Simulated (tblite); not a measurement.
# C5H7OS: the cost of one run

The runs use tblite 0.8.0 and PySCF 2.14.0, with density-fitted response routines of our own; the level of theory stands in each step. All values are computed, except where a source is named. Atoms count from 0, in the outputs and in this text.

## (1) Starting geometry

14 atoms, charge 0, multiplicity 2; geometry from: force field or distance geometry start.

Bonds of the start (Å): C0–C1 1.48, C1–C2 1.52, C2–O3 1.24, C1–C4 1.53, C4–C5 1.52, C4–S6 1.67, C0–H7 1.09, C0–H8 1.09, C1–H9 1.11, C2–H10 1.10, C5–H11 1.10, C5–H12 1.09, C5–H13 1.10.

## (2) Geometry optimisation with GFN2-xTB

Job settings and geometry (Å):

```
{"job": {"kind": "relax", "xc": "GFN2-xTB", "basis": "xTB"}, "charge": 0, "multiplicity": 2}
C     -1.336100     1.096000     0.041300
C     -0.691600    -0.135000     0.564400
C     -0.995800    -1.373600    -0.257800
O     -1.192800    -1.356100    -1.483200
C      0.815300     0.082400     0.687000
C      1.622400     0.258900    -0.588600
S      1.582100     0.066500     2.175800
H     -1.421900     1.986800     0.670200
H     -1.720700     1.135700    -0.972700
H     -1.125600    -0.332100     1.567700
H     -1.009300    -2.324500     0.295600
H      2.622300     0.653700    -0.379600
H      1.115000     0.950800    -1.255800
H      1.736000    -0.710100    -1.086400
```

On the command line:

```bash
$ OMP_NUM_THREADS=1 python probes_run.py task.json out
```

This one command runs all jobs of the session in turn.

**Question.** How long does this first job take on 1 thread of Arm Neoverse N1, shared host?

About 1.1 s.
